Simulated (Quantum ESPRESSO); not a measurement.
# WS (Pm-3m) in Quantum ESPRESSO: a series of runs

One crystal, WS, is run at these levels: LDA, PBE, PBEsol, WC; tasks: phonons.

Program: Quantum ESPRESSO 7.5. These are calculated values, not measurements. Logs are shortened: lines on timing, memory, paths and dates and some standing lists are left out, and cuts for length are marked.

## Step 1: The crystal as given

Symmetry: Pm-3m, No. 221, cubic system. The conventional cell has a = 3.445 Å, b = 3.445 Å, c = 3.445 Å, α = 90.00°, β = 90.00°, γ = 90.00°. W (site symmetry m-3m) has 8 S at 2.98 Å as nearest neighbours. S (site symmetry m-3m) has 8 W at 2.98 Å as nearest neighbours.

The cell was built by a generator and needn't be a form met in nature.

## Step 2: Phonons, LDA

pw.in reads:

```
&CONTROL
  calculation = 'scf'
  prefix = 'pwscf'
  outdir = './tmp'
  pseudo_dir = './pseudo'
  tprnfor = .true.
  tstress = .true.
  disk_io = 'low'
/
&SYSTEM
  ibrav = 0
  A = 3.44484848
  nat = 2
  ntyp = 2
  ecutwfc = 56
  ecutrho = 448
  nbnd = 16
  occupations = 'smearing'
  smearing = 'fd'
  degauss = 0.00367493
/
&ELECTRONS
  conv_thr = 4d-10
  electron_maxstep = 120
  mixing_beta = 0.5
/
ATOMIC_SPECIES
W    183.8400 w_lda_v1.2.uspp.F.UPF
S     32.0600 s_lda_v1.4.uspp.F.UPF
CELL_PARAMETERS alat
   1.0000000000    0.0000000000    0.0000000000
   0.0000000000    1.0000000000    0.0000000000
   0.0000000000    0.0000000000    1.0000000000
ATOMIC_POSITIONS alat
W      0.5000000000    0.5000000000    0.5000000000
S      0.0000000000    0.0000000000    0.0000000000
K_POINTS automatic
6 6 6 1 1 1
```

relax.in reads:

```
&CONTROL
  calculation = 'vc-relax'
  prefix = 'pwscf'
  outdir = './tmp'
  pseudo_dir = './pseudo'
  tprnfor = .true.
  tstress = .true.
  disk_io = 'low'
  nstep = 40
  forc_conv_thr = 0.0001
  etot_conv_thr = 1d-06
/
&SYSTEM
  ibrav = 0
  A = 3.44484848
  nat = 2
  ntyp = 2
  ecutwfc = 56
  ecutrho = 448
  nbnd = 16
  occupations = 'smearing'
  smearing = 'fd'
  degauss = 0.00367493
/
&ELECTRONS
  conv_thr = 4d-10
  electron_maxstep = 120
  mixing_beta = 0.5
/
&IONS
  ion_dynamics = 'bfgs'
/
&CELL
  cell_dynamics = 'bfgs'
  press = 0
  press_conv_thr = 0.2
/
ATOMIC_SPECIES
W    183.8400 w_lda_v1.2.uspp.F.UPF
S     32.0600 s_lda_v1.4.uspp.F.UPF
CELL_PARAMETERS alat
   1.0000000000    0.0000000000    0.0000000000
   0.0000000000    1.0000000000    0.0000000000
   0.0000000000    0.0000000000    1.0000000000
ATOMIC_POSITIONS alat
W      0.5000000000    0.5000000000    0.5000000000
S      0.0000000000    0.0000000000    0.0000000000
K_POINTS automatic
6 6 6 1 1 1
```

scf2.in reads:

```
&CONTROL
  calculation = 'scf'
  prefix = 'pwscf'
  outdir = './tmp'
  pseudo_dir = './pseudo'
  tprnfor = .true.
  tstress = .true.
  disk_io = 'low'
/
&SYSTEM
  ibrav = 0
  A = 2.96379276
  nat = 2
  ntyp = 2
  ecutwfc = 56
  ecutrho = 448
  nbnd = 16
  occupations = 'smearing'
  smearing = 'fd'
  degauss = 0.00367493
/
&ELECTRONS
  conv_thr = 1d-13
  electron_maxstep = 120
  mixing_beta = 0.5
  startingpot = 'file'
  startingwfc = 'file'
/
ATOMIC_SPECIES
W    183.8400 w_lda_v1.2.uspp.F.UPF
S     32.0600 s_lda_v1.4.uspp.F.UPF
CELL_PARAMETERS alat
   0.9999999987    0.0000000000    0.0000000000
   0.0000000000    0.9999999987    0.0000000000
   0.0000000000    0.0000000000    0.9999999987
ATOMIC_POSITIONS alat
W      0.4999999993    0.4999999993    0.4999999993
S      0.0000000000    0.0000000000    0.0000000000
K_POINTS automatic
6 6 6 1 1 1
```

ph.in reads:

```
phonons of WS
&INPUTPH
  prefix = 'pwscf'
  outdir = './tmp'
  tr2_ph = 1d-18
  fildyn = 'dyn'
  niter_ph = 90
  alpha_mix(1) = 0.4
/
0.0000000000 0.0000000000 0.0000000000
```

dynmat.in reads:

```
&INPUT
  fildyn = 'dyn'
  asr = 'crystal'
  filout = 'dynmat.disp'
  fileig = 'dynmat.eig'
/
```

Potentials or basis: GBRV 1.5 LDA.

Run with:

```console
OMP_NUM_THREADS=1 pw.x -in pw.in > pw.out
OMP_NUM_THREADS=1 pw.x -in relax.in > relax.out
OMP_NUM_THREADS=1 pw.x -in scf2.in > scf2.out
OMP_NUM_THREADS=1 ph.x -in ph.in > ph.out
OMP_NUM_THREADS=1 dynmat.x -in dynmat.in > dynmat.out
```

pw.out:

```text
This program is part of the open-source Quantum ESPRESSO suite
     for quantum simulation of materials; please cite
[... 9 lines left out ...]
     --------------------
     sticks:   dense  smooth     PW     G-vecs:    dense   smooth      PW
     Sum        1489     749    221                43867    15515    2517

     Using Slab Decomposition

     bravais-lattice index     =            0
     lattice parameter (alat)  =       6.5098  a.u.
     unit-cell volume          =     275.8716 (a.u.)^3
     number of atoms/cell      =            2
     number of atomic types    =            2
     number of electrons       =        20.00
     number of Kohn-Sham states=           16
     kinetic-energy cutoff     =      56.0000  Ry
     charge density cutoff     =     448.0000  Ry
     scf convergence threshold =      4.0E-10
     mixing beta               =       0.5000
     number of iterations used =            8  plain     mixing
     Exchange-correlation=  SLA  PZ   NOGX NOGC
                           (   1   1   0   0   0   0   0)

     celldm(1)=   6.509820  celldm(2)=   0.000000  celldm(3)=   0.000000
     celldm(4)=   0.000000  celldm(5)=   0.000000  celldm(6)=   0.000000

     crystal axes: (cart. coord. in units of alat)
               a(1) = (   1.000000   0.000000   0.000000 )
               a(2) = (   0.000000   1.000000   0.000000 )
               a(3) = (   0.000000   0.000000   1.000000 )

     reciprocal axes: (cart. coord. in units 2 pi/alat)
               b(1) = (  1.000000  0.000000  0.000000 )
               b(2) = (  0.000000  1.000000  0.000000 )
               b(3) = (  0.000000  0.000000  1.000000 )

     PseudoPot. # 1 for W  read from file:
     w_lda_v1.2.uspp.F.UPF
     Pseudo is Ultrasoft + core correction, Zval = 14.0
     Generated by new atomic code, or converted to UPF format
     Using radial grid of  923 points,  8 beta functions with:
                l(1) =   0
                l(2) =   0
                l(3) =   0
                l(4) =   1
                l(5) =   1
                l(6) =   2
                l(7) =   2
                l(8) =   3
     Q(r) pseudized with  6 coefficients,  rinner =    1.350   1.350   1.350
                                                       1.350   1.350   1.350
                                                       1.350

     PseudoPot. # 2 for S  read from file:
     s_lda_v1.4.uspp.F.UPF
     Pseudo is Ultrasoft + core correction, Zval =  6.0
     Generated by new atomic code, or converted to UPF format
     Using radial grid of  907 points,  6 beta functions with:
                l(1) =   0
                l(2) =   0
                l(3) =   1
                l(4) =   1
                l(5) =   2
                l(6) =   2
     Q(r) pseudized with  8 coefficients,  rinner =    1.300   1.300   1.300
                                                       1.300   1.300

     atomic species   valence    mass     pseudopotential
     W                14.00   183.84000     W ( 1.00)
     S                 6.00    32.06000     S ( 1.00)

     48 Sym. Ops., with inversion, found

   Cartesian axes

     site n.     atom                  positions (alat units)
         1        W      tau(   1) = (   0.5000000   0.5000000   0.5000000  )
         2        S      tau(   2) = (   0.0000000   0.0000000   0.0000000  )

     number of k points=    10  Fermi-Dirac smearing, width (Ry)=  0.0037
                       cart. coord. in units 2pi/alat
        k(    1) = (   0.0833333   0.0833333   0.0833333), wk =   0.0740741
        k(    2) = (   0.0833333   0.0833333   0.2500000), wk =   0.2222222
        k(    3) = (   0.0833333   0.0833333   0.4166667), wk =   0.2222222
        k(    4) = (   0.0833333   0.2500000   0.2500000), wk =   0.2222222
        k(    5) = (   0.0833333   0.2500000   0.4166667), wk =   0.4444444
        k(    6) = (   0.0833333   0.4166667   0.4166667), wk =   0.2222222
        k(    7) = (   0.2500000   0.2500000   0.2500000), wk =   0.0740741
        k(    8) = (   0.2500000   0.2500000   0.4166667), wk =   0.2222222
        k(    9) = (   0.2500000   0.4166667   0.4166667), wk =   0.2222222
        k(   10) = (   0.4166667   0.4166667   0.4166667), wk =   0.0740741

     Dense  grid:    43867 G-vectors     FFT dimensions: (  45,  45,  45)

     Smooth grid:    15515 G-vectors     FFT dimensions: (  32,  32,  32)

     Initial potential from superposition of free atoms

     starting charge      19.8997, renormalised to      20.0000

     negative rho (up, down):  6.054E-02 0.000E+00
     Starting wfcs are   17 randomized atomic wfcs

     Self-consistent Calculation

     iteration #  1     ecut=    56.00 Ry     beta= 0.50
     Davidson diagonalization with overlap
     ethr =  1.00E-02,  avg # of iterations =  4.0

     Threshold (ethr) on eigenvalues was too large:
     Diagonalizing with lowered threshold

     Davidson diagonalization with overlap
     ethr =  3.06E-04,  avg # of iterations =  3.5

     negative rho (up, down):  6.250E-02 0.000E+00

     total energy              =    -183.08264440 Ry
     estimated scf accuracy    <       0.07093530 Ry

     iteration #  2     ecut=    56.00 Ry     beta= 0.50
     Davidson diagonalization with overlap
     ethr =  3.55E-04,  avg # of iterations =  2.6

     negative rho (up, down):  6.364E-02 0.000E+00

     total energy              =    -183.09255009 Ry
     estimated scf accuracy    <       0.07416592 Ry

     iteration #  3     ecut=    56.00 Ry     beta= 0.50
     Davidson diagonalization with overlap
     ethr =  3.55E-04,  avg # of iterations =  1.1

     negative rho (up, down):  6.495E-02 0.000E+00

     total energy              =    -183.10688990 Ry
     estimated scf accuracy    <       0.00193689 Ry

     iteration #  4     ecut=    56.00 Ry     beta= 0.50
     Davidson diagonalization with overlap
     ethr =  9.68E-06,  avg # of iterations =  6.3

     negative rho (up, down):  6.560E-02 0.000E+00

     total energy              =    -183.10726224 Ry
     estimated scf accuracy    <       0.00016117 Ry

     iteration #  5     ecut=    56.00 Ry     beta= 0.50
     Davidson diagonalization with overlap
     ethr =  8.06E-07,  avg # of iterations =  3.2

     negative rho (up, down):  6.547E-02 0.000E+00

     total energy              =    -183.10729774 Ry
     estimated scf accuracy    <       0.00001324 Ry

     iteration #  6     ecut=    56.00 Ry     beta= 0.50
     Davidson diagonalization with overlap
     ethr =  6.62E-08,  avg # of iterations =  4.0

     negative rho (up, down):  6.533E-02 0.000E+00

     total energy              =    -183.10730359 Ry
     estimated scf accuracy    <       0.00000113 Ry

     iteration #  7     ecut=    56.00 Ry     beta= 0.50
     Davidson diagonalization with overlap
     ethr =  5.64E-09,  avg # of iterations =  3.0

     negative rho (up, down):  6.527E-02 0.000E+00

     total energy              =    -183.10730394 Ry
     estimated scf accuracy    <       0.00000003 Ry

     iteration #  8     ecut=    56.00 Ry     beta= 0.50
     Davidson diagonalization with overlap
     ethr =  1.66E-10,  avg # of iterations =  4.1

     negative rho (up, down):  6.528E-02 0.000E+00

     total energy              =    -183.10730397 Ry
     estimated scf accuracy    <          2.2E-09 Ry

     iteration #  9     ecut=    56.00 Ry     beta= 0.50
     Davidson diagonalization with overlap
     ethr =  1.10E-11,  avg # of iterations =  3.2

     negative rho (up, down):  6.528E-02 0.000E+00

     total energy              =    -183.10730397 Ry
     estimated scf accuracy    <          4.1E-10 Ry

     iteration # 10     ecut=    56.00 Ry     beta= 0.50
     Davidson diagonalization with overlap
     ethr =  2.04E-12,  avg # of iterations =  2.8

     negative rho (up, down):  6.528E-02 0.000E+00

     End of self-consistent calculation

          k = 0.0833 0.0833 0.0833 (  1947 PWs)   bands (ev):

   -63.0965 -27.1151 -27.1146 -27.1146  -2.4974   8.2071   8.5998   8.5998
    10.1779  10.1779  11.7304  12.4285  12.4285  13.2039  20.1675  20.1675

          k = 0.0833 0.0833 0.2500 (  1953 PWs)   bands (ev):

   -63.0956 -27.1500 -27.1120 -27.1117  -2.1285   6.3047   8.5264   8.6501
     9.9885  11.2470  11.9873  12.7353  13.1657  14.3830  19.1129  19.6753

          k = 0.0833 0.0833 0.4167 (  1955 PWs)   bands (ev):

   -63.0946 -27.1849 -27.1090 -27.1087  -1.6824   4.9051   8.3673   8.6688
    10.0282  12.2734  12.6609  13.0954  13.9327  15.2674  17.1615  18.1908

          k = 0.0833 0.2500 0.2500 (  1940 PWs)   bands (ev):

   -63.0946 -27.1472 -27.1459 -27.1089  -1.8375   6.3557   7.3914   8.7255
    10.3481  11.4873  11.9056  12.3335  13.3741  14.9470  18.9070  20.0402

          k = 0.0833 0.2500 0.4167 (  1958 PWs)   bands (ev):

   -63.0936 -27.1811 -27.1431 -27.1060  -1.5014   5.5484   7.4728   8.9488
    10.2052  11.5528  11.9526  12.9668  13.3256  14.8361  17.9155  19.8591

          k = 0.0833 0.4167 0.4167 (  1959 PWs)   bands (ev):

   -63.0927 -27.1774 -27.1770 -27.1031  -1.3029   6.3736   6.7480   9.3096
     9.6344  11.3984  11.4055  12.4869  13.3670  14.4215  18.9438  19.5659

          k = 0.2500 0.2500 0.2500 (  1926 PWs)   bands (ev):

   -63.0936 -27.1444 -27.1426 -27.1426  -1.5778   6.9206   7.2568   7.2568
    11.0360  11.0360  11.9037  13.3125  13.3125  14.2642  19.6200  19.6200

          k = 0.2500 0.2500 0.4167 (  1951 PWs)   bands (ev):

   -63.0927 -27.1774 -27.1404 -27.1394  -1.2806   5.9955   7.1080   7.9814
    10.9202  11.0296  11.5282  13.3232  14.1427  14.8264  17.8610  18.1076

          k = 0.2500 0.4167 0.4167 (  1950 PWs)   bands (ev):

   -63.0917 -27.1738 -27.1735 -27.1367  -1.0312   6.3645   6.4633   7.6249
    10.4896  11.7485  11.9679  13.5626  13.8365  14.7780  17.2118  17.7171

          k = 0.4167 0.4167 0.4167 (  1932 PWs)   bands (ev):

   -63.0908 -27.1704 -27.1700 -27.1700  -0.7130   6.2088   6.2088   6.4664
    12.1327  12.5879  12.5879  14.1651  14.1651  14.9677  15.8078  15.8078

     the Fermi energy is    11.7403 ev

!    total energy              =    -183.10730397 Ry
     estimated scf accuracy    <          1.1E-11 Ry
     smearing contrib. (-TS)   =      -0.00140832 Ry
     internal energy E=F+TS    =    -183.10589565 Ry

     The total energy is F=E-TS. E is the sum of the following terms:
     one-electron contribution =     -38.27988739 Ry
     hartree contribution      =      25.90143191 Ry
     xc contribution           =     -48.91481898 Ry
     ewald contribution        =    -121.81262120 Ry

     convergence has been achieved in  10 iterations

     negative rho (up, down):  6.528E-02 0.000E+00

     Forces acting on atoms (cartesian axes, Ry/au):

     atom    1 type  1   force =     0.00000000    0.00000000    0.00000000
     atom    2 type  2   force =     0.00000000    0.00000000    0.00000000

     Total force =     0.000000     Total SCF correction =     0.000000

     Computing stress (Cartesian axis) and pressure

     negative rho (up, down):  6.528E-02 0.000E+00
          total   stress  (Ry/bohr**3)                   (kbar)     P=     -416.82
  -0.00283349   0.00000000   0.00000000         -416.82        0.00        0.00
   0.00000000  -0.00283349   0.00000000            0.00     -416.82        0.00
   0.00000000   0.00000000  -0.00283349            0.00        0.00     -416.82

=------------------------------------------------------------------------------=
   JOB DONE.
=------------------------------------------------------------------------------=
```

It took 2.3 min on 1 thread of AMD EPYC 9R45 (Zen 5), shared host; peak memory 0.35 GiB.

What came out:

- Free energy: -2494.3516 eV
- Relaxed volume: 13.02 Å³/atom
- Relaxed cell: a = 2.964 Å, b = 2.964 Å, c = 2.964 Å, α = 90.00°, β = 90.00°, γ = 90.00°
- Space group after relaxing (to 0.05 Å): Pm-3m (No. 221)
- Pressure after relaxing: 0.1 GPa
- Band gap on the k mesh: none (metal or under the smearing width)
- Highest phonon frequency at Γ: 220 cm⁻¹

The path:
```tsv
step	energy change (eV)	largest force (eV/Å)	pressure (GPa)	volume (Å³)
1	0.0000	0.0000	-41.68	40.88
2	-2.0785	0.0000	-37.12	32.79
3	-2.6017	0.0000	50.70	22.78
4	-2.9788	0.0000	-14.61	27.66
5	-3.0527	0.0000	-3.69	26.39
6	-3.0568	0.0000	0.46	25.99
7	-3.0568	0.0000	-0.01	26.04
8	-3.0568	0.0000	0.01	26.03
```

Final structure:
```
W S
1.0
     2.96379    0.00000    0.00000
     0.00000    2.96379    0.00000
     0.00000    0.00000    2.96379
W S
1 1
Direct
  0.50000 0.50000 0.50000
  0.00000 0.00000 0.00000
```

Phonon frequencies in cm⁻¹ (negative: imaginary):
```
              q point           frequencies
(0.000, 0.000, 0.000)  -5 -5 -5 220 220 220
```

Optical modes at Γ, degenerate ones joined:
```tsv
cm⁻¹	components	symmetry	active in
220	3	T1u	IR
```

Caveat: the k mesh is coarse; the mesh is thin for the phonons of a metal; the volume moved by over 15 % at a fixed basis, so the end points are rough. Spin-orbit coupling is left out, which matters for the levels of W.

(Continued in part 2 of 4.)
